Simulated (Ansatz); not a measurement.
**Cu: a tetragonal deformation path**

Aim: for Cu, look for other minima along a tetragonal path.

Method: DFT r2SCAN, scalar-relativistic, plane waves, PAW, in Ansatz 0.2.0.

## 1. The system as given

It takes space group I4/mmm (No. 139, tetragonal). The conventional cell has a = 2.886 Å, b = 2.886 Å, c = 2.752 Å, α = 90.00°, β = 90.00°, γ = 90.00°. Cu (site symmetry 4/mmm) has 10 Cu at 2.46 to 2.75 Å as nearest neighbours.

Coordinates:

```
Cu
1.0
    -1.44279    1.44279    1.37608
     1.44279   -1.44279    1.37608
     1.44279    1.44279   -1.37608
Cu
1
Direct
  0.00000 0.00000 0.00000
```

It goes back to an entry of the Materials Project, which need not be the stable form.

No relaxation comes first: the listed cell is the starting point.

## 2. Zero of energy

Reference values: F = -6631.2034 eV; pressure 0.29 GPa; largest force 0.000 eV/Å; gap on the mesh none (metal). It was computed beforehand with the settings of the runs below.

## 3. Next: a tetragonal deformation path

At fixed volume and fractional coordinates, lengths along (0.000, 0.000, 1.000) are scaled against those across it; ρ is that ratio over its starting value.

## 4. Point ρ = 0.850

File input.yaml:

```yaml
crystal:
  lattice:
    - [-1.5231095727, 1.5231095727, 1.2347814342]
    - [1.5231095727, -1.5231095727, 1.2347814342]
    - [1.5231095727, 1.5231095727, -1.2347814342]
  atoms:
    - { symbol: Cu, position: [0.0, 0.0, 0.0] }
basis:
  ecutwfc: 500
kpoints:
  mp_grid: { grid: [26, 26, 26] }
hamiltonian:
  xc: r2scan
scf:
  occupations: { method: gaussian, width: 0.15 }
output:
  forces: true
  stress: true
  eigenvalues: true
```

Run with:

```console
ansatz run input.yaml --threads 1 --pin off --max-ram 2560MiB --backend cpu --events-out ev --progress --plain --runs-dir out
```

## 5. ρ = 1.200

input.yaml, as its differences from that of step 4:

```diff
@@ -2,5 +2,5 @@
   lattice:
-    - [-1.5231095727, 1.5231095727, 1.2347814342]
-    - [1.5231095727, -1.5231095727, 1.2347814342]
-    - [1.5231095727, 1.5231095727, -1.2347814342]
+    - [-1.3577204963, 1.3577204963, 1.5539306677]
+    - [1.3577204963, -1.3577204963, 1.5539306677]
+    - [1.3577204963, 1.3577204963, -1.5539306677]
   atoms:
```

## 6. ρ = 0.920

input.yaml, as its differences from that of step 5:

```diff
@@ -2,5 +2,5 @@
   lattice:
-    - [-1.3577204963, 1.3577204963, 1.5539306677]
-    - [1.3577204963, -1.3577204963, 1.5539306677]
-    - [1.3577204963, 1.3577204963, -1.5539306677]
+    - [-1.4834566068, 1.4834566068, 1.3016753842]
+    - [1.4834566068, -1.4834566068, 1.3016753842]
+    - [1.4834566068, 1.4834566068, -1.3016753842]
   atoms:
```

## 7. ρ = 1.100

input.yaml, as its differences from that of step 6:

```diff
@@ -2,5 +2,5 @@
   lattice:
-    - [-1.4834566068, 1.4834566068, 1.3016753842]
-    - [1.4834566068, -1.4834566068, 1.3016753842]
-    - [1.4834566068, 1.4834566068, -1.3016753842]
+    - [-1.3976761718, 1.3976761718, 1.4663554711]
+    - [1.3976761718, -1.3976761718, 1.4663554711]
+    - [1.3976761718, 1.3976761718, -1.4663554711]
   atoms:
```

## 8. At ρ = 0.960

input.yaml, as its differences from that of step 7:

```diff
@@ -2,5 +2,5 @@
   lattice:
-    - [-1.3976761718, 1.3976761718, 1.4663554711]
-    - [1.3976761718, -1.3976761718, 1.4663554711]
-    - [1.3976761718, 1.3976761718, -1.4663554711]
+    - [-1.4625600684, 1.4625600684, 1.3391368546]
+    - [1.4625600684, -1.4625600684, 1.3391368546]
+    - [1.4625600684, 1.4625600684, -1.3391368546]
   atoms:
```

## 9. ρ = 1.050

input.yaml, as its differences from that of step 8:

```diff
@@ -2,5 +2,5 @@
   lattice:
-    - [-1.4625600684, 1.4625600684, 1.3391368546]
-    - [1.4625600684, -1.4625600684, 1.3391368546]
-    - [1.4625600684, 1.4625600684, -1.3391368546]
+    - [-1.41951839, 1.41951839, 1.4215768414]
+    - [1.41951839, -1.41951839, 1.4215768414]
+    - [1.41951839, 1.41951839, -1.4215768414]
   atoms:
```

## 10. ρ = 0.800

input.yaml, as its differences from that of step 9:

```diff
@@ -2,5 +2,5 @@
   lattice:
-    - [-1.41951839, 1.41951839, 1.4215768414]
-    - [1.41951839, -1.41951839, 1.4215768414]
-    - [1.41951839, 1.41951839, -1.4215768414]
+    - [-1.5542019896, 1.5542019896, 1.1858710449]
+    - [1.5542019896, -1.5542019896, 1.1858710449]
+    - [1.5542019896, 1.5542019896, -1.1858710449]
   atoms:
```

## 11. Point ρ = 1.300

input.yaml, as its differences from that of step 10:

```diff
@@ -2,5 +2,5 @@
   lattice:
-    - [-1.5542019896, 1.5542019896, 1.1858710449]
-    - [1.5542019896, -1.5542019896, 1.1858710449]
-    - [1.5542019896, 1.5542019896, -1.1858710449]
+    - [-1.3219742793, 1.3219742793, 1.6391034913]
+    - [1.3219742793, -1.3219742793, 1.6391034913]
+    - [1.3219742793, 1.3219742793, -1.6391034913]
   atoms:
```

(Steps that only read results are left out.)

Q: Predict the outcome of this session. Wanted: highest point.

As calculated:

```
     quantity                       value
highest point  73.9 meV/atom at ρ = 0.800
```

What this shows: The undisturbed cell is not the lowest point: the energy is 20.6 meV/atom lower at ρ = 1.300; the cell was taken as given and not relaxed at this level. No sampled point inside the path is a dip, apart from those named.
